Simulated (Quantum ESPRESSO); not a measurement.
# SbP4 (F-43m) in Quantum ESPRESSO: notebook

The runs below take SbP4 through real-space fields, projected density of states, with PBE, PBE+D3.

Program: Quantum ESPRESSO 7.5. These are calculated values, not measurements. Logs are shortened: lines on timing, memory, paths and dates and some standing lists are left out, and cuts for length are marked.

### 1 The structure

It takes space group F-43m (No. 216, cubic). The conventional cell has a = 7.873 Å, b = 7.873 Å, c = 7.873 Å, α = 90.00°, β = 90.00°, γ = 90.00°. Around Sb (site symmetry -43m) lie 12 P at 3.33 Å. P (site symmetry 3m) has 3 P at 2.30 Å as nearest neighbours.

The cell was built by a generator and needn't be a form met in nature.

### 2 Real-space fields, PBE

File pw.in:

```
&CONTROL
  calculation = 'scf'
  prefix = 'pwscf'
  outdir = './tmp'
  pseudo_dir = './pseudo'
  tprnfor = .true.
  tstress = .true.
  disk_io = 'low'
/
&SYSTEM
  ibrav = 0
  A = 5.56711049
  nat = 5
  ntyp = 2
  ecutwfc = 100
  nbnd = 30
  occupations = 'smearing'
  smearing = 'mv'
  degauss = 0.00734986
/
&ELECTRONS
  conv_thr = 1d-09
  electron_maxstep = 120
  mixing_beta = 0.5
/
ATOMIC_SPECIES
Sb   121.7600 Sb.upf
P     30.9738 P.upf
CELL_PARAMETERS alat
   0.0000000000    0.7071067813    0.7071067813
   0.7071067813    0.0000000000    0.7071067813
   0.7071067813    0.7071067813    0.0000000000
ATOMIC_POSITIONS alat
Sb     0.7071067813    0.7071067813    0.7071067813
P      1.2678341010    1.2678341010    1.2678341010
P      0.8534862360    0.8534862360    1.2678341010
P      0.8534862360    1.2678341010    0.8534862360
P      1.2678341010    0.8534862360    0.8534862360
K_POINTS automatic
6 6 6 0 0 0
```

File pp_density.in:

```
&INPUTPP
  prefix = 'pwscf'
  outdir = './tmp'
  filplot = 'density.dat'
  plot_num = 0
/
&PLOT
  nfile = 1
  filepp(1) = 'density.dat'
  iflag = 3
  output_format = 6
  fileout = 'density.cube'
/
```

File pp_potential.in:

```
&INPUTPP
  prefix = 'pwscf'
  outdir = './tmp'
  filplot = 'potential.dat'
  plot_num = 11
/
&PLOT
  nfile = 1
  filepp(1) = 'potential.dat'
  iflag = 3
  output_format = 6
  fileout = 'potential.cube'
/
```

File pp_elf.in:

```
&INPUTPP
  prefix = 'pwscf'
  outdir = './tmp'
  filplot = 'elf.dat'
  plot_num = 8
/
&PLOT
  nfile = 1
  filepp(1) = 'elf.dat'
  iflag = 3
  output_format = 6
  fileout = 'elf.cube'
/
```

File pp_potential_ks.in:

```
&INPUTPP
  prefix = 'pwscf'
  outdir = './tmp'
  filplot = 'potential_ks.dat'
  plot_num = 1
/
&PLOT
  nfile = 1
  filepp(1) = 'potential_ks.dat'
  iflag = 3
  output_format = 6
  fileout = 'potential_ks.cube'
/
```

Potentials or basis: PseudoDojo 0.4 SR PBE stringent.

The run is started by

```bash
$ OMP_NUM_THREADS=1 pw.x -in pw.in > pw.out
$ OMP_NUM_THREADS=1 pp.x -in pp_density.in > pp_density.out
$ OMP_NUM_THREADS=1 pp.x -in pp_potential.in > pp_potential.out
$ OMP_NUM_THREADS=1 pp.x -in pp_elf.in > pp_elf.out
$ OMP_NUM_THREADS=1 pp.x -in pp_potential_ks.in > pp_potential_ks.out
```

pw.out:

```text
This program is part of the open-source Quantum ESPRESSO suite
     for quantum simulation of materials; please cite
[... 9 lines left out ...]
     --------------------
     sticks:   dense  smooth     PW     G-vecs:    dense   smooth      PW
     Sum        3049    3049    847               110995   110995   16361

     Using Slab Decomposition

     bravais-lattice index     =            0
     lattice parameter (alat)  =      10.5203  a.u.
     unit-cell volume          =     823.3247 (a.u.)^3
     number of atoms/cell      =            5
     number of atomic types    =            2
     number of electrons       =        43.00
     number of Kohn-Sham states=           30
     kinetic-energy cutoff     =     100.0000  Ry
     charge density cutoff     =     400.0000  Ry
     scf convergence threshold =      1.0E-09
     mixing beta               =       0.5000
     number of iterations used =            8  plain     mixing
     Exchange-correlation= PBE
                           (   1   4   3   4   0   0   0)

     celldm(1)=  10.520314  celldm(2)=   0.000000  celldm(3)=   0.000000
     celldm(4)=   0.000000  celldm(5)=   0.000000  celldm(6)=   0.000000

     crystal axes: (cart. coord. in units of alat)
               a(1) = (   0.000000   0.707107   0.707107 )
               a(2) = (   0.707107   0.000000   0.707107 )
               a(3) = (   0.707107   0.707107   0.000000 )

     reciprocal axes: (cart. coord. in units 2 pi/alat)
               b(1) = ( -0.707107  0.707107  0.707107 )
               b(2) = (  0.707107 -0.707107  0.707107 )
               b(3) = (  0.707107  0.707107 -0.707107 )

     PseudoPot. # 1 for Sb read from file:
     Sb.upf
     Pseudo is Norm-conserving + core correction, Zval = 23.0
     Generated using ONCVPSP code by D. R. Hamann
     Using radial grid of 1434 points,  6 beta functions with:
                l(1) =   0
                l(2) =   0
                l(3) =   1
                l(4) =   1
                l(5) =   2
                l(6) =   2

     PseudoPot. # 2 for P  read from file:
     P.upf
     Pseudo is Norm-conserving + core correction, Zval =  5.0
     Generated using ONCVPSP code by D. R. Hamann
     Using radial grid of 1298 points,  6 beta functions with:
                l(1) =   0
                l(2) =   0
                l(3) =   1
                l(4) =   1
                l(5) =   2
                l(6) =   2

     atomic species   valence    mass     pseudopotential
     Sb               23.00   121.76000     Sb( 1.00)
     P                 5.00    30.97380     P ( 1.00)

     24 Sym. Ops. (no inversion) found

   Cartesian axes

     site n.     atom                  positions (alat units)
         1        Sb     tau(   1) = (   0.7071068   0.7071068   0.7071068  )
         2        P      tau(   2) = (   1.2678341   1.2678341   1.2678341  )
         3        P      tau(   3) = (   0.8534862   0.8534862   1.2678341  )
         4        P      tau(   4) = (   0.8534862   1.2678341   0.8534862  )
         5        P      tau(   5) = (   1.2678341   0.8534862   0.8534862  )

     number of k points=    16  Marzari-Vanderbilt smearing, width (Ry)=  0.0073
                       cart. coord. in units 2pi/alat
        k(    1) = (   0.0000000   0.0000000   0.0000000), wk =   0.0092593
        k(    2) = (   0.1178511   0.1178511  -0.1178511), wk =   0.0740741
        k(    3) = (   0.2357023   0.2357023  -0.2357023), wk =   0.0740741
        k(    4) = (  -0.3535534  -0.3535534   0.3535534), wk =   0.0370370
        k(    5) = (   0.2357023   0.0000000  -0.0000000), wk =   0.0555556
        k(    6) = (   0.3535534   0.1178511  -0.1178511), wk =   0.2222222
[... 8 lines left out ...]
        k(   15) = (  -0.1178511  -0.3535534   0.5892557), wk =   0.2222222
        k(   16) = (  -0.7071068   0.2357023   0.0000000), wk =   0.1111111

     Dense  grid:   110995 G-vectors     FFT dimensions: (  72,  72,  72)

     Initial potential from superposition of free atoms

     starting charge      42.9989, renormalised to      43.0000
     Starting wfcs are   29 randomized atomic wfcs +    1 random wfcs

     Self-consistent Calculation

     iteration #  1     ecut=   100.00 Ry     beta= 0.50
     Davidson diagonalization with overlap
     ethr =  1.00E-02,  avg # of iterations =  4.3

     Threshold (ethr) on eigenvalues was too large:
     Diagonalizing with lowered threshold

     Davidson diagonalization with overlap
     ethr =  2.03E-04,  avg # of iterations =  3.2

     total energy              =    -561.07043545 Ry
     estimated scf accuracy    <       0.11115439 Ry
[... 50 lines left out ...]
     iteration #  9     ecut=   100.00 Ry     beta= 0.50
     Davidson diagonalization with overlap
     ethr =  6.18E-11,  avg # of iterations =  2.3

     End of self-consistent calculation

          k = 0.0000 0.0000 0.0000 ( 13851 PWs)   bands (ev):

  -137.1835 -90.1390 -90.1390 -90.1390 -21.8701 -21.8701 -21.8701 -21.8688
   -21.8688  -8.3459  -2.0251  -1.9878  -1.9878  -1.9878   1.6406   2.6261
     2.6261   2.6261   4.0474   4.0474   6.5201   6.5201   6.5201  10.2184
    10.5863  10.5863  10.5863  11.6301  11.6301  11.6301
[... 45 lines left out ...]
  -137.1835 -90.1390 -90.1390 -90.1390 -21.8700 -21.8700 -21.8700 -21.8688
   -21.8688  -8.1080  -3.6432  -2.4424  -2.1156  -0.7917   1.3830   2.8741
     3.0661   3.8851   3.9825   4.6443   7.1213   7.4974   8.2236   8.2708
     9.0008   9.4025  10.0754  10.8307  11.4865  12.1865

          k = 0.0000-0.2357 0.2357 ( 13907 PWs)   bands (ev):

  -137.1835 -90.1390 -90.1390 -90.1390 -21.8700 -21.8700 -21.8700 -21.8688
   -21.8688  -8.2124  -3.2660  -2.2639  -2.0298  -0.9112   1.2378   2.7707
     3.0245   3.5616   3.6724   4.2544   6.8069   7.2595   8.0338   8.5793
     9.6608  10.0445  10.1609  10.8509  11.5083  11.8077
[... 17 lines left out ...]
  -137.1835 -90.1390 -90.1390 -90.1390 -21.8700 -21.8699 -21.8699 -21.8689
   -21.8688  -8.0480  -3.5487  -2.8275  -2.2411  -1.0338   1.9388   3.1213
     3.4522   3.8574   4.1292   4.9926   6.7668   7.5892   7.7604   8.4684
     8.4893   9.3855   9.7988  10.4141  11.5158  12.1990

          k =-0.7071 0.0000 0.0000 ( 13888 PWs)   bands (ev):

  -137.1835 -90.1390 -90.1390 -90.1390 -21.8701 -21.8699 -21.8699 -21.8690
   -21.8687  -8.0338  -3.4533  -2.3914  -2.3914  -1.9986   2.1828   3.2365
     4.5879   4.5879   4.8558   5.3281   5.8094   5.8094   6.3073   7.9399
     9.4174   9.5610   9.5610  11.6215  11.6215  12.9860
[... 10 lines left out ...]
  -137.1835 -90.1390 -90.1390 -90.1390 -21.8700 -21.8700 -21.8699 -21.8689
   -21.8688  -8.0480  -3.5591  -2.7579  -2.3335  -0.9845   1.9127   2.9617
     3.6136   3.7879   4.3570   4.9131   6.6155   7.3525   7.9056   8.5084
     8.6136   9.6343   9.8141  10.5728  10.8648  12.2826

          k =-0.7071 0.2357 0.0000 ( 13902 PWs)   bands (ev):

  -137.1835 -90.1390 -90.1390 -90.1390 -21.8701 -21.8699 -21.8699 -21.8689
   -21.8688  -8.0302  -3.4258  -2.8530  -2.4468  -1.2580   2.4791   2.5532
     3.9545   4.3301   4.5192   5.3047   5.8993   6.6534   7.4937   8.2899
     8.9516   9.7246  10.0073  10.6260  10.6405  12.8416

     the Fermi energy is     7.2138 ev

!    total energy              =    -561.10602623 Ry
     estimated scf accuracy    <          9.0E-10 Ry
     smearing contrib. (-TS)   =      -0.00005144 Ry
     internal energy E=F+TS    =    -561.10597480 Ry

     The total energy is F=E-TS. E is the sum of the following terms:
     one-electron contribution =    -435.61015025 Ry
     hartree contribution      =     216.85854886 Ry
     xc contribution           =     -85.40301602 Ry
     ewald contribution        =    -256.95135739 Ry

     convergence has been achieved in   9 iterations

     Forces acting on atoms (cartesian axes, Ry/au):

     atom    1 type  1   force =    -0.00000000    0.00000000   -0.00000000
     atom    2 type  2   force =     0.01734822    0.01734822    0.01734822
     atom    3 type  2   force =    -0.01734822   -0.01734822    0.01734822
     atom    4 type  2   force =    -0.01734822    0.01734822   -0.01734822
     atom    5 type  2   force =     0.01734822   -0.01734822   -0.01734822

     Total force =     0.060096     Total SCF correction =     0.000007

     Computing stress (Cartesian axis) and pressure

          total   stress  (Ry/bohr**3)                   (kbar)     P=      -15.71
  -0.00010680  -0.00000000   0.00000000          -15.71       -0.00        0.00
  -0.00000000  -0.00010680  -0.00000000           -0.00      -15.71       -0.00
   0.00000000   0.00000000  -0.00010680            0.00        0.00      -15.71

=------------------------------------------------------------------------------=
   JOB DONE.
=------------------------------------------------------------------------------=
```

Run time: 76 s. Hardware: 1 thread of AMD EPYC 9R14 (Zen 4), shared host; peak memory 0.27 GiB.

What came out:

```
Free energy            : -7634.2364 eV
Pressure               : -1.6 GPa
Largest force          : 0.773 eV/Å
Band gap on the k mesh : none (metal or under the smearing width)
```

Forces in eV/Å, atoms in the order of the input:
```
Sb   0.000  0.000  0.000
P    0.446  0.446  0.446
P   -0.446 -0.446  0.446
P   -0.446  0.446 -0.446
P    0.446 -0.446 -0.446
```

### 3 Projected density of states, PBE+D3

File pw.in:

```
&CONTROL
  calculation = 'scf'
  prefix = 'pwscf'
  outdir = './tmp'
  pseudo_dir = './pseudo'
  tprnfor = .true.
  tstress = .true.
  disk_io = 'low'
/
&SYSTEM
  ibrav = 0
  nat = 5
  ntyp = 2
  ecutwfc = 100
  nbnd = 30
  occupations = 'smearing'
  smearing = 'gaussian'
  degauss = 0.00367493
  vdw_corr = 'grimme-d3'
  dftd3_version = 3
/
&ELECTRONS
  conv_thr = 1d-09
  electron_maxstep = 120
  mixing_beta = 0.5
/
ATOMIC_SPECIES
Sb   121.7600 Sb.upf
P     30.9738 P.upf
CELL_PARAMETERS angstrom
   0.0000000000    3.9365415800    3.9365415800
   3.9365415800    0.0000000000    3.9365415800
   3.9365415800    3.9365415800    0.0000000000
ATOMIC_POSITIONS crystal
Sb     0.5000000000    0.5000000000    0.5000000000
P      0.8964940900    0.8964940900    0.8964940900
P      0.8964940900    0.8964940900    0.3105177200
P      0.8964940900    0.3105177200    0.8964940900
P      0.3105177200    0.8964940900    0.8964940900
K_POINTS automatic
6 6 6 0 0 0
```

File nscf.in:

```
&CONTROL
  calculation = 'nscf'
  prefix = 'pwscf'
  outdir = './tmp'
  pseudo_dir = './pseudo'
  disk_io = 'low'
/
&SYSTEM
  ibrav = 0
  nat = 5
  ntyp = 2
  ecutwfc = 100
  nbnd = 30
  occupations = 'tetrahedra_opt'
  vdw_corr = 'grimme-d3'
  dftd3_version = 3
/
&ELECTRONS
  conv_thr = 1d-08
  electron_maxstep = 120
  mixing_beta = 0.5
/
ATOMIC_SPECIES
Sb   121.7600 Sb.upf
P     30.9738 P.upf
CELL_PARAMETERS angstrom
   0.0000000000    3.9365415800    3.9365415800
   3.9365415800    0.0000000000    3.9365415800
   3.9365415800    3.9365415800    0.0000000000
ATOMIC_POSITIONS crystal
Sb     0.5000000000    0.5000000000    0.5000000000
P      0.8964940900    0.8964940900    0.8964940900
P      0.8964940900    0.8964940900    0.3105177200
P      0.8964940900    0.3105177200    0.8964940900
P      0.3105177200    0.8964940900    0.8964940900
K_POINTS automatic
9 9 9 0 0 0
```

File projwfc.in:

```
&PROJWFC
  prefix = 'pwscf'
  outdir = './tmp'
  filpdos = 'p'
  Emin = -8
  Emax = 17
  DeltaE = 0.05
/
```

Potentials or basis: PseudoDojo 0.5 SR PBE stringent.

The run is started by

```bash
$ OMP_NUM_THREADS=1 pw.x -in pw.in > pw.out
$ OMP_NUM_THREADS=1 pw.x -in nscf.in > nscf.out
$ OMP_NUM_THREADS=1 projwfc.x -in projwfc.in > projwfc.out
```

It took 3 min on 1 thread of AMD EPYC 9R14 (Zen 4), shared host; peak memory 0.34 GiB.

The run converged. Its results:

| Item | Value |
| --- | --- |
| Free energy | -7634.9658 eV |
| Pressure | -2.5 GPa |
| Largest force | 0.808 eV/Å |
| Band gap on the k mesh | none (metal or under the smearing width) |

Forces in eV/Å, atoms in the order of the input:
```
Sb   0.000  0.000  0.000
P    0.467  0.467  0.467
P   -0.467 -0.467  0.467
P   -0.467  0.467 -0.467
P    0.467 -0.467 -0.467
```

Levels at points of the mesh, in eV from the Fermi level:
```
             k point  band 17  band 18  band 19  band 20  band 21  band 22  band 23  band 24  band 25  band 26
  (0.00, 0.00, 0.00)    -4.58    -4.58    -3.16    -3.16    -0.69    -0.69    -0.69     3.01     3.38     3.38
 (0.00, 0.00, -0.50)    -4.55    -2.99    -2.77    -2.77    -0.01     0.33     0.33     1.75     1.75     1.89
(0.00, -0.50, -0.50)    -2.62    -2.62    -2.35    -1.88    -1.40    -1.40    -0.90     0.73     2.21     2.35
```

States per cell in windows of 0.5 eV (zero at the Fermi level; states under -8 eV left out):
```csv
from (eV),total,Sb#1 p wfc5,P#2 p wfc2,P#3 p wfc2,P#4 p wfc2,P#5 p wfc2,P#2 s wfc1
-8.0,0.00,0.00,0.00,0.00,0.00,0.00,0.00
-7.5,0.00,0.00,0.00,0.00,0.00,0.00,0.00
-7.0,0.00,0.00,0.00,0.00,0.00,0.00,0.00
-6.5,0.03,0.00,0.00,0.00,0.00,0.00,0.00
-6.0,1.09,0.13,0.19,0.19,0.19,0.19,0.03
-5.5,0.70,0.07,0.14,0.14,0.14,0.14,0.02
-5.0,0.36,0.04,0.07,0.07,0.07,0.07,0.01
-4.5,2.63,0.32,0.50,0.50,0.50,0.50,0.06
-4.0,1.37,0.17,0.25,0.25,0.25,0.25,0.04
-3.5,2.82,0.20,0.54,0.54,0.54,0.54,0.09
-3.0,2.18,0.13,0.44,0.44,0.44,0.44,0.06
-2.5,0.75,0.05,0.14,0.14,0.14,0.14,0.02
-2.0,0.00,0.00,0.00,0.00,0.00,0.00,0.00
-1.5,0.22,0.11,0.02,0.02,0.02,0.02,0.00
-1.0,0.92,0.50,0.08,0.08,0.08,0.08,0.02
-0.5,1.97,1.10,0.15,0.15,0.15,0.15,0.04
0.0,1.57,0.51,0.22,0.22,0.22,0.22,0.03
0.5,1.46,0.50,0.20,0.20,0.20,0.20,0.02
1.0,1.97,0.50,0.32,0.32,0.32,0.32,0.01
1.5,1.51,0.38,0.23,0.23,0.23,0.23,0.01
2.0,2.10,0.38,0.34,0.34,0.34,0.34,0.03
2.5,1.74,0.21,0.32,0.32,0.32,0.32,0.02
3.0,1.44,0.11,0.26,0.26,0.26,0.26,0.01
3.5,1.40,0.04,0.24,0.24,0.24,0.24,0.02
4.0,1.78,0.02,0.35,0.35,0.35,0.35,0.02
4.5,1.16,0.03,0.03,0.03,0.03,0.03,0.00
```

Caveat: pairwise dispersion overbinds metals, which lowers pressure and volume. The run has no spin-orbit coupling, so splittings on Sb are missing.

### 4 For comparison

An earlier run on the cell as given: functional PBE; potentials or basis SSSP 1.3 efficiency PBE; cutoff 748 eV; density cutoff 5987 eV; k mesh 6 × 6 × 6; occupations fermi-dirac, width 0.05 eV; no spin polarisation.

- Pressure: -1.5 GPa
- Largest force: 0.741 eV/Å
- Band gap on the k mesh: none (metal or under the smearing width)

### 5 Summary

| task | level | potentials or basis | cutoff (eV) | smearing | dos occupations | gap on the mesh (eV) | pressure (GPa) | largest force (eV/Å) |
| --- | --- | --- | --- | --- | --- | --- | --- | --- |
| real-space fields | PBE | PseudoDojo 0.4 SR PBE stringent | 1361 | cold 0.1 eV | - | none | -1.6 | 0.77 |
| projected density of states | PBE+D3 | PseudoDojo 0.5 SR PBE stringent | 1361 | gaussian 0.05 eV | tetrahedra_opt | none | -2.5 | 0.81 |
| single point | PBE | SSSP 1.3 efficiency PBE | 748 | fermi-dirac 0.05 eV | - | none | -1.5 | 0.74 |

Alike in all rows: no spin polarisation; cell as given; k mesh 6 × 6 × 6.

Caveats: pairwise dispersion overbinds metals, which lowers pressure and volume (some runs).

Total energies depend on the potentials used, so only differences within one code and one set of settings carry meaning.
